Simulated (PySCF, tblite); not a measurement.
# C₄H₁₅BN₂Si₂: geometry, infrared bands and NMR shifts

Aim: predict the infrared bands and NMR shifts of C₄H₁₅BN₂Si₂ (`C=CC[C@H]1[SiH2][SiH2]N1[BH2-][NH3+]`).

Computed with tblite 0.8.0 and PySCF 2.14.0, with density-fitted response routines of our own, on a single molecule in the gas phase. Atoms count from 0, in the outputs and in this text.

## Step 1: The molecule as given

24 atoms, charge 0, multiplicity 1; geometry from: force field or distance geometry start.

Bonds of the start (Å): C0–C1 1.34, C1–C2 1.51, C2–C3 1.53, C3–Si4 1.86, Si4–Si5 2.22, Si5–N6 1.79, N6–B7 1.50, B7–N8 1.50, N6–C3 1.43, C0–H9 1.08, C0–H10 1.08, C1–H11 1.08, C2–H12 1.11, C2–H13 1.09, C3–H14 1.10, Si4–H15 1.47, Si4–H16 1.45, Si5–H17 1.46, Si5–H18 1.44, B7–H19 1.19, B7–H20 1.20, N8–H21 1.02, N8–H22 1.06, N8–H23 1.05.

## Step 2: Optimising the geometry with GFN2-xTB

The job: settings as JSON, then the geometry in Å.

```
{"job": {"kind": "relax", "xc": "GFN2-xTB", "basis": "xTB"}, "charge": 0, "multiplicity": 1}
C      3.545400     0.729300    -0.040100
C      2.596100    -0.099700    -0.480700
C      1.555700    -0.485700     0.539400
C      0.211200    -0.031800    -0.037800
Si    -0.064100    -0.921800    -1.648600
Si    -1.504000    -1.816100    -0.217300
N     -0.864600    -0.484600     0.787500
B     -1.896900     0.500900     1.250000
N     -2.268200     1.572000     0.261600
H      3.505400     1.092200     0.972500
H      4.300400     1.007100    -0.767500
H      2.582300    -0.500300    -1.480400
H      1.543600    -1.588400     0.690600
H      1.717700     0.037000     1.481700
H      0.269600     1.050500    -0.234900
H     -0.659300    -0.035800    -2.655400
H      1.028500    -1.758700    -2.108400
H     -1.071400    -3.106200     0.303900
H     -2.910700    -1.677200    -0.515200
H     -1.541500     1.043600     2.250400
H     -2.899900    -0.097200     1.523700
H     -1.890400     1.474600    -0.685800
H     -1.978900     2.517100     0.651000
H     -3.317700     1.599000     0.167400
```

Run with:

```sh
$ OMP_NUM_THREADS=1 python probes_run.py task.json out
```

This one command runs all jobs of the session in turn.

**Question.** This job is followed by: GFN2-xTB harmonic vibrations, gas phase; GIAO PBE0/pcSseg-1 NMR shielding, non-relativistic, gas phase. What will the session give for the following? strongest single infrared mode (GFN2-xTB); zero-point energy (GFN2-xTB); ¹³C shifts against TMS (PBE0/pcSseg-1); ¹H shifts against TMS (PBE0/pcSseg-1, means over atoms taken as alike); ²⁹Si shifts against TMS (PBE0/pcSseg-1); ¹⁵N shifts against NH3 (PBE0/pcSseg-1); ¹¹B shifts against BF3·OEt2 (PBE0/pcSseg-1).

As calculated:

```
                                                              quantity                                                                             value
                             strongest single infrared mode (GFN2-xTB)                                                             2146 cm⁻¹, 687 km/mol
                                          zero-point energy (GFN2-xTB)                                                                    115.3 kcal/mol
                                ¹³C shifts against TMS (PBE0/pcSseg-1)                                                      146.3, 120.6, 58.8, 47.8 ppm
¹H shifts against TMS (PBE0/pcSseg-1, means over atoms taken as alike)  6.11, 5.80, 5.68, 5.45, 5.22, 4.64, 4.35, 3.04, 2.97, 2.94, 2.71, 2.44, 2.34 ppm
                               ²⁹Si shifts against TMS (PBE0/pcSseg-1)                                                                  -40.6, -59.0 ppm
                                ¹⁵N shifts against NH3 (PBE0/pcSseg-1)                                                                    64.7, 44.1 ppm
                           ¹¹B shifts against BF3·OEt2 (PBE0/pcSseg-1)                                                                         -10.3 ppm
```

In words: Over 154 steps the energy fell by 1.664 eV; of the close pairs, B7–N8 changed most, 1.504 to 1.730 Å. No mode is imaginary among the 66: a minimum at this level. The strongest single mode, at 2146 cm⁻¹, moves mainly H15. GFN2-xTB is a fitted tight-binding method: band positions and strengths are rough. Its intensities can rank the bands wrongly. The most deshielded carbon is C1 (alkene CH), at 146.3 ppm: as expected for a trigonal carbon in a double bond. The most deshielded hydrogen is H11 (hydrogen on an alkene CH), at 6.11 ppm: attached to an sp2 carbon and in the plane of the double bond. At PBE0/pcSseg-1: The largest span, 245 ppm, is at C1, where the paramagnetic term is -217 ppm.
